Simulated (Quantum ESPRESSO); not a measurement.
Crystal: SiO.

```
CELL_PARAMETERS angstrom
0.00000 2.43364 2.43364
2.43364 0.00000 2.43364
2.43364 2.43364 0.00000
ATOMIC_POSITIONS crystal
Si 0.75000 0.75000 0.75000
O 0.00000 0.00000 0.00000
```

The cell was built by a generator and needn't be a form met in nature.

Base run:

| Item | Value |
| --- | --- |
| Program | Quantum ESPRESSO 7.5 |
| Functional | optB88-vdW |
| Potentials or basis | SG15 PBE 1.2 |
| Cutoff | 1197 eV |
| Density cutoff | 4789 eV |
| k mesh | 9 × 9 × 9 |
| Occupations | fermi-dirac, width 0.05 eV |
| Spin | no spin polarisation |

Its results: band gap on the k mesh none (metal or under the smearing width); pressure 1.8 GPa.

**Question.** The run is repeated on the same cell with these changes: functional from optB88-vdW to PBEsol. What comes out?

**Answer.** Band gap on the k mesh none (metal or under the smearing width); pressure -3.1 GPa.

Caveats: the potentials were made for another functional, which shifts forces and pressure; some levels on the path didn't converge (some runs).

Not every run made on this cell is shown here.
